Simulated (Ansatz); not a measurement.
# Zr3S2 in Ansatz: the effect of strain

The system is Zr3S2.

```
Zr S
1.0
     2.78644    1.60875    3.48777
    -2.78644    1.60875    3.48777
     0.00000   -3.21750    3.48777
Zr S
3 2
Direct
  0.83873 0.50000 0.16127
  0.50000 0.16127 0.83873
  0.16127 0.83873 0.50000
  0.66502 0.66502 0.66502
  0.33498 0.33498 0.33498
```

The cell comes from a database or a generator and needn't be the stable form of this composition.

Alike in all runs:

- Program: Ansatz 0.2.0
- Task: single point
- Functional: PBEsol
- Potentials or basis: Ansatz PAW
- Cutoff: 420 eV (not typed: the program's choice for these potentials)
- k mesh: 5 × 5 × 5
- Occupations: fermi-dirac, width 0.05 eV
- Spin: no spin polarisation
- Kind of strain: biaxial

One run gave: pressure -5.1 GPa; largest force 0.15 eV/Å. Which strain did it use?
A. 0.04
B. 0
C. -0.01
D. -0.02
E. 0.01

B.

```tsv
strain	pressure (GPa)	largest force (eV/Å)
-0.04	5.3	0.11
-0.02	-0.4	0.03
-0.01	-2.8	0.09
0	-5.1	0.15
0.01	-7.1	0.20
0.02	-9.0	0.25
0.04	-12.1	0.34
```

Caveats: the PAW data sets come from PBE, with cores solved anew for the run's functional, which leaves a small shift of forces and pressure.
